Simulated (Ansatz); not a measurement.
# Tl3ICl2: the cost of one run

Program: Ansatz 0.2.0. Level of theory: DFT PBE, scalar-relativistic, plane waves, PAW, unless a step names another level. These are calculated values, not measurements.

1 further run of the same task is left out (it didn't finish).

## 1. The starting structure

The structure is trigonal, space group P-3m1 (No. 164). Conventional cell: a = 4.752 Å, b = 4.752 Å, c = 11.663 Å, α = 90.00°, β = 90.00°, γ = 120.00°. Around Tl (site symmetry 3m) lie 3 Cl at 3.28 Å and 3 I at 3.53 Å. Around Tl (site symmetry -3m) lie 6 Cl at 3.29 Å. Around I (site symmetry -3m) lie 6 Tl at 3.53 Å. Around Cl (site symmetry 3m) lie 6 Tl at 3.28 to 3.29 Å.

As a file:

```xyz
6
Lattice="4.7516 0.0000 0.0000 -2.3758 4.1150 0.0000 0.0000 0.0000 11.6628" Properties=species:S:1:pos:R:3 pbc="T T T"
Tl    0.0000    2.7433    3.6120
Tl    2.3758    1.3717    8.0508
Tl    0.0000    0.0000    0.0000
I     0.0000    0.0000    5.8314
Cl    0.0000    2.7433    9.8486
Cl    2.3758    1.3717    1.8142
```

It came out lowest among 24 distinct ends of the trial cells. At a tolerance of 0.02 Å it has space group P-3m1 (No. 164).

## 2. A stricter relaxation, on the response runs' mesh and smearing

The input, input.yaml:

```yaml
crystal:
  lattice:
    - [4.7515953453, 0.0, 0.0]
    - [-2.3757976727, 4.1150022776, 0.0]
    - [0.0, 0.0, 11.6627917978]
  atoms:
    - { symbol: Tl, position: [0.3333333333, 0.6666666667, 0.3097027516] }
    - { symbol: Tl, position: [0.6666666667, 0.3333333333, 0.6902972484] }
    - { symbol: Tl, position: [0.0, 0.0, 0.0] }
    - { symbol: I, position: [0.0, 0.0, 0.5] }
    - { symbol: Cl, position: [0.3333333333, 0.6666666667, 0.8444476223] }
    - { symbol: Cl, position: [0.6666666667, 0.3333333333, 0.1555523777] }
basis:
  ecutwfc: 420
kpoints:
  mp_grid: { grid: [6, 6, 4] }
hamiltonian:
  xc: pbe
scf:
  occupations: { method: fixed }
output:
  forces: true
  stress: true
  eigenvalues: true
relax:
  adjacent_minimum: "off"
  f_tol: 0.001
  max_steps: 60
  cell: { stress_tol: 0.01 }
```

Launch:

```console
$ ansatz run input.yaml --threads 3 --pin off --max-ram 7680MiB --backend cpu --events-out ev --progress --plain --runs-dir out
```

**Question.** How long does this run take on 3 threads of Intel Xeon at 2.50GHz (Skylake/Cascade Lake), shared host, and how much memory does it need?

About 33 s, with a peak of 0.67 GiB.
